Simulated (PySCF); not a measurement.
**HgP: bond curves at several levels of theory**

An exercise on one series of results from a longer session: the logs are not shown, and one member is left open.

Method: Hg def2-SVPD with ECP60, P def2-SVPD, scalar-relativistic core potentials; program: PySCF 2.14.0.

The first run:

The job is set up so:

* atoms: Hg, P
* charge: 0
* basis: Hg def2-SVPD with ECP60, P def2-SVPD
* Hamiltonian: scalar-relativistic core potentials
* basis functions: 59
* electrons treated: 35
* masses in u: 201.9706, 30.9738
* levels: PBE0, PBE, r²SCAN, r²SCANh, BP86, B2PLYP, CAM-B3LYP, HF, MP2, SCS-MP2
* grid: 80 radial by 434 angular points
* occupations: held fixed by the projection of orbital angular momentum
* dissociation limit: Hg + P, each in its ground configuration
* starting distance in angstrom: 2.440
* values of 2S to try: 1, 3

Run with:

```bash
$ OMP_NUM_THREADS=1 python dia.py task.json out
```

Among the steps run: Set-up; First curve: PBE0; Higher solutions at PBE0; PBE (GGA); r²SCAN (meta-GGA); r²SCANh (hybrid meta-GGA); BP86 (GGA); B2PLYP (double hybrid); CAM-B3LYP (range-separated hybrid); UHF.

One table of the session follows, with a row left open; its other results are not shown here.

```
    level  Re (Å)  ωe (cm⁻¹)  De (eV)  μ (D)
      PBE   2.914       91.9    0.158  -0.25
     BP86   2.906       95.0    0.142  -0.25
   r²SCAN   2.864       90.6    0.147  -0.31
  r²SCANh   2.897       79.5    0.124  -0.27
     PBE0   2.983       69.9    0.098  -0.23
CAM-B3LYP   3.288       39.3    0.051   0.01
   B2PLYP       ?          ?        ?      ?
```

Q: Estimate the row for B2PLYP from the others.

The run gave: Re (Å): 3.508; ωe (cm⁻¹): 36.2; De (eV): 0.044; μ (D): 0.05. In the column «Re (Å)» it is the highest.

De is counted to Hg + P in their ground configurations. No constants: UHF (no minimum is bracketed among the points kept); UHF-MP2 (no minimum is bracketed among the points kept); UHF-SCS-MP2 (no minimum is bracketed among the points kept).

Limits of these values: The bond is weak, and basis-set superposition, which was not computed, may be a sizeable part of it.
